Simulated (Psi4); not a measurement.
**GaBH3ClO (SMILES O[B](Cl)[GaH2]): CCSD/6-31G(d) (spherical functions)**

What is the energy change on altering one bond length of GaBH3ClO at CCSD/6-31G* (spherical functions)? 

The calculation is run with Psi4 1.11.

2 further runs of the same task are left out: 2 set aside as unsound or not needed.

## (1) The system as given

The species is GaBH3ClO (7 atoms), meant as a singlet with charge 0. SMILES: `O[B](Cl)[GaH2]`. Geometry: relaxed at PBE0-D4/def2-TZVP. This is one conformer, not always the lowest.

Bond lengths: O1–B2 1.344 Å, B2–Cl3 1.789 Å, B2–Ga4 2.095 Å, O1–H5 0.965 Å, Ga4–H6 1.572 Å, Ga4–H7 1.572 Å. Angles: O1–B2–Cl3 118.4°, O1–B2–Ga4 123.4°, Cl3–B2–Ga4 118.3°, B2–O1–H5 114.1°, B2–Ga4–H6 121.3°, B2–Ga4–H7 121.3°, H6–Ga4–H7 117.4°.

## (2) A single-point energy at CCSD/6-31G(d) (spherical functions)

input.json reads:

```json
{
 "schema_name": "qcschema_input",
 "schema_version": 1,
 "molecule": {
  "schema_name": "qcschema_molecule",
  "schema_version": 2,
  "symbols": ["O", "B", "Cl", "Ga", "H", "H", "H"],
  "geometry": [-1.59776344, -2.32266238, 1.75196509, -0.06028226, -1.2564789, 0.0338261, 1.69886379, -3.2809425, -2.02295182, 0.38248057, 2.65733288, -0.36055974, -1.60796796, -4.14662604, 1.7119029, -1.30636767, 4.21881357, -2.24140416, 2.49065903, 4.13075234, 1.12722163],
  "molecular_charge": 0,
  "molecular_multiplicity": 1,
  "fix_symmetry": "c1",
  "fix_com": true,
  "fix_orientation": true
 },
 "driver": "energy",
 "model": {
  "method": "ccsd",
  "basis": "6-31G*"
 },
 "keywords": {
  "puream": true,
  "e_convergence": 1e-09,
  "d_convergence": 1e-08,
  "scf_type": "pk",
  "num_frozen_docc": 16
 }
}
```

Started as:

```bash
psi4 --qcschema input.json -n 1 --memory 2200MB
```

stdout, shortened:

```text
[...]
  Running in c1 symmetry.
[...]
  Nuclear repulsion =  275.852652696018652
[...]
  Multiplicity = 1
[...]
  Nalpha       = 32
  Nbeta        = 32
[...]
    Number of basis functions: 84
[...]
   @RHF iter   1: -2482.25419344275087   -3.25098e+00   3.08981e-02 DIIS/ADIIS
[...]
   @RHF iter  13: -2483.80086539412605    3.63798e-12   3.33925e-09 DIIS
[...]
    Orbital Energies [Eh]
    ---------------------
    Doubly Occupied:
       1A   -378.834826     2A   -104.812412     3A    -48.213305
       4A    -42.544830     5A    -42.541767     6A    -42.541466
       7A    -20.605255     8A    -10.554209     9A     -8.022084
      10A     -8.020040    11A     -8.019819    12A     -7.678755
      13A     -6.420354    14A     -4.515452    15A     -4.508463
      16A     -4.507679    17A     -1.399293    18A     -1.204301
      19A     -1.199900    20A     -1.199276    21A     -1.193862
      22A     -1.193253    23A     -1.106800    24A     -0.784219
      25A     -0.655818    26A     -0.615250    27A     -0.572596
      28A     -0.550241    29A     -0.474812    30A     -0.472378
      31A     -0.423560    32A     -0.383374
[...]
  @RHF Final Energy: -2483.80086539412605
   => Energetics <=
    Nuclear Repulsion Energy =            275.8526526960186516
    One-Electron Energy =               -4007.7677366274319866
    Two-Electron Energy =                1248.1142185372873428
    Total Energy =                      -2483.8008653941260491
[...]
 Multipole Moments:
 ------------------------------------------------------------------------------------
     Multipole            Electronic (a.u.)      Nuclear  (a.u.)        Total (a.u.)
 ------------------------------------------------------------------------------------
 L = 1.  Multiply by 2.5417464519 to convert [e a0] to [Debye]
 Dipole X            :        -27.5025742           27.2303867           -0.2721875
 Dipole Y            :         -6.3298112            5.9405431           -0.3892681
 Dipole Z            :         31.0834371          -30.7849613            0.2984758
 Magnitude           :                                                    0.5609844
[...]
      * MP2 total energy                      = -2484.417650867454086
[...]
      * CCSD total energy                     = -2484.434271511532188
[...]
```

The result, in JSON:

```text
{
 "driver": "energy",
 "model": {
  "method": "ccsd",
  "basis": "6-31G*"
 },
 "success": true,
 "return_result": -2484.434271511532,
 "properties": {
  "calcinfo_nbasis": 84,
  "calcinfo_nmo": 84,
  "calcinfo_nalpha": 32,
  "calcinfo_nbeta": 32,
  "calcinfo_natom": 7,
  "nuclear_repulsion_energy": 275.85265269601865,
  "return_energy": -2484.434271511532,
  "scf_one_electron_energy": -4007.767736627432,
  "scf_two_electron_energy": 1248.1142185372873,
  "scf_dipole_moment": [-0.2721875134500351, -0.38926807839565747, 0.2984758461040826],
  "scf_total_energy": -2483.800865394126,
  "scf_iterations": 13,
  "mp2_same_spin_correlation_energy": -0.17742735792839637,
  "mp2_opposite_spin_correlation_energy": -0.4393581154024766,
  "mp2_singles_energy": -3.2933751726567893e-26,
  "mp2_doubles_energy": -0.616785473330873,
  "mp2_correlation_energy": -0.616785473330873,
  "mp2_total_energy": -2484.417650867454,
  "ccsd_same_spin_correlation_energy": -0.15928935045632248,
  "ccsd_opposite_spin_correlation_energy": -0.4741167669523723,
  "ccsd_singles_energy": 0.0,
  "ccsd_doubles_energy": -0.6334061174086948,
  "ccsd_correlation_energy": -0.6334061174086956,
  "ccsd_total_energy": -2484.434271511532,
  "ccsd_iterations": 18
 }
}
```

Run time: 35 s. Hardware: 1 thread of AMD EPYC 7R43 (Zen 3), shared host; peak memory 0.45 GiB.

## (3) The distorted shape

calc.py reads:

```python
import psi4

psi4.set_memory('2200 MB')
psi4.set_num_threads(1)
psi4.set_output_file('psi4.out', False)

molecule = psi4.geometry("""
0 1
O     -2.12550536    -1.71532519     2.36899657
B     -0.58802419    -0.64914171     0.65085758
Cl     1.69886379    -3.28094250    -2.02295182
Ga    -0.14526136     3.26467007     0.25647174
H     -2.13570988    -3.53928885     2.32893438
H     -1.83410960     4.82615076    -1.62437267
H      1.96291711     4.73808953     1.74425312
units bohr
symmetry c1
""")

psi4.set_options({
    'puream': True,
    'e_convergence': 1e-09,
    'd_convergence': 1e-08,
    'scf_type': 'pk',
    'num_frozen_docc': 16,
})

energy_value = psi4.energy('ccsd/6-31G*', molecule=molecule)
print(f'total energy {energy_value:.8f} hartree = {energy_value * 27.211386:.5f} eV')
```

Started as:

```bash
python calc.py
```

psi4.out, shortened:

```text
[...]
  Running in c1 symmetry.
[...]
  Nuclear repulsion =  255.052151767851768
[...]
  Multiplicity = 1
[...]
  Nalpha       = 32
  Nbeta        = 32
[...]
    Number of basis functions: 84
[...]
   @RHF iter   1: -2482.21455079172938   -3.66063e+00   3.08355e-02 ADIIS/DIIS
[...]
   @RHF iter  12: -2483.75698085952808   -3.09228e-11   9.28176e-09 DIIS
[...]
    Orbital Energies [Eh]
    ---------------------
    Doubly Occupied:
       1A   -378.864638     2A   -104.770526     3A    -48.242672
       4A    -42.574242     5A    -42.571097     6A    -42.571046
       7A    -20.649768     8A    -10.505690     9A     -7.973488
      10A     -7.971635    11A     -7.971633    12A     -7.741097
      13A     -6.449848    14A     -4.544852    15A     -4.537799
      16A     -4.537733    17A     -1.437152    18A     -1.233711
      19A     -1.229144    20A     -1.228917    21A     -1.223468
      22A     -1.223379    23A     -1.012894    24A     -0.823496
      25A     -0.665998    26A     -0.627484    27A     -0.602644
      28A     -0.502815    29A     -0.444530    30A     -0.419650
      31A     -0.415101    32A     -0.396890
[...]
  @RHF Final Energy: -2483.75698085952808
   => Energetics <=
    Nuclear Repulsion Energy =            255.0521517678517682
    One-Electron Energy =               -3965.6881949149701541
    Two-Electron Energy =                1226.8790622875901590
    Total Energy =                      -2483.7569808595280847
[...]
 Multipole Moments:
 ------------------------------------------------------------------------------------
     Multipole            Electronic (a.u.)      Nuclear  (a.u.)        Total (a.u.)
 ------------------------------------------------------------------------------------
 L = 1.  Multiply by 2.5417464519 to convert [e a0] to [Debye]
 Dipole X            :         -0.0833743           -0.8716271           -0.9550014
 Dipole Y            :          5.1500720           -4.5952227            0.5548493
 Dipole Z            :          0.2394368            0.8618218            1.1012586
 Magnitude           :                                                    1.5596974
[...]
      * MP2 total energy                      = -2484.369085602199902
[...]
      * CCSD total energy                     = -2484.387345123666364
```

On the terminal:

```text
total energy -2484.38734512 hartree = -67603.62302 eV
```

Wall time 27 s (1 thread of AMD EPYC 7R43 (Zen 3), shared host); peak memory 0.46 GiB.

## (4) What came out

Level: CCSD/6-31G* (spherical functions), 16 core orbitals frozen.

| quantity | value |
| --- | --- |
| first shape: total energy | -2484.43427 Eh |
| first shape: HOMO energy (Hartree–Fock orbitals) | -10.43 eV |
| first shape: LUMO energy (Hartree–Fock orbitals) | 1.00 eV |
| first shape: HOMO–LUMO gap (Hartree–Fock orbitals) | 11.44 eV |
| first shape: correlation energy (16 core orbitals frozen) | -633.4 mEh |
| first shape: T1 diagnostic | 0.014 |
| distorted shape: total energy | -2484.38735 Eh |
| distorted shape: HOMO energy (Hartree–Fock orbitals) | -10.80 eV |
| distorted shape: LUMO energy (Hartree–Fock orbitals) | 0.41 eV |
| distorted shape: HOMO–LUMO gap (Hartree–Fock orbitals) | 11.21 eV |
| distorted shape: correlation energy (16 core orbitals frozen) | -630.4 mEh |
| distorted shape: T1 diagnostic | 0.016 |
| energy change with the B2–Cl3 bond stretched from 1.789 to 2.325 Å | 1.277 eV |

In words: With the B2–Cl3 bond stretched from 1.789 to 2.325 Å the energy rises by 1.28 eV (29 kcal/mol). The first shape isn't relaxed at this level, so the change isn't measured from a minimum.
